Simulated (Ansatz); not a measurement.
# NaF: the cost of one run

Method: DFT LDA, scalar-relativistic, plane waves, PAW, in Ansatz 0.2.0.

### Step 1. Starting point

The structure is cubic, space group Fm-3m (No. 225). The conventional cell has a = 4.647 Å, b = 4.647 Å, c = 4.647 Å, α = 90.00°, β = 90.00°, γ = 90.00°. Around Na (site symmetry m-3m) lie 6 F at 2.32 Å. F (site symmetry m-3m) has 6 Na at 2.32 Å as nearest neighbours.

Structure file:

```cif
data_structure
_symmetry_space_group_name_H-M 'P 1'
_symmetry_Int_Tables_number 1
_cell_length_a 3.2856
_cell_length_b 3.2856
_cell_length_c 3.2856
_cell_angle_alpha 60.000
_cell_angle_beta 60.000
_cell_angle_gamma 60.000
_cell_volume 25.08
loop_
_atom_site_label
_atom_site_type_symbol
_atom_site_fract_x
_atom_site_fract_y
_atom_site_fract_z
_atom_site_occupancy
Na1 Na 0.00000 0.00000 0.00000 1
F1 F 0.50000 0.50000 0.50000 1
```

Source of the structure: the Crystallography Open Database.

### Step 2. Probe: one point at the start

The input, input.yaml:

```yaml
crystal:
  lattice:
    - [0.0, 2.3233, 2.3233]
    - [2.3233, 0.0, 2.3233]
    - [2.3233, 2.3233, 0.0]
  atoms:
    - { symbol: Na, position: [0.0, 0.0, 0.0] }
    - { symbol: F, position: [0.5, 0.5, 0.5] }
basis:
  ecutwfc: 420
kpoints:
  mp_grid: { grid: [6, 6, 6] }
hamiltonian:
  xc: lda
scf:
  occupations: { method: gaussian, width: 0.1 }
output:
  forces: true
  stress: true
  eigenvalues: true
```

On the command line:

```sh
ansatz run input.yaml --threads 1 --pin off --max-ram 1536MiB --backend cpu --events-out ev --progress --plain --runs-dir out
```

**Question.** How long does this run take on 1 thread of Arm Neoverse N1, shared host, and how much memory does it need?

About 1 s, with a peak of 0.24 GiB.
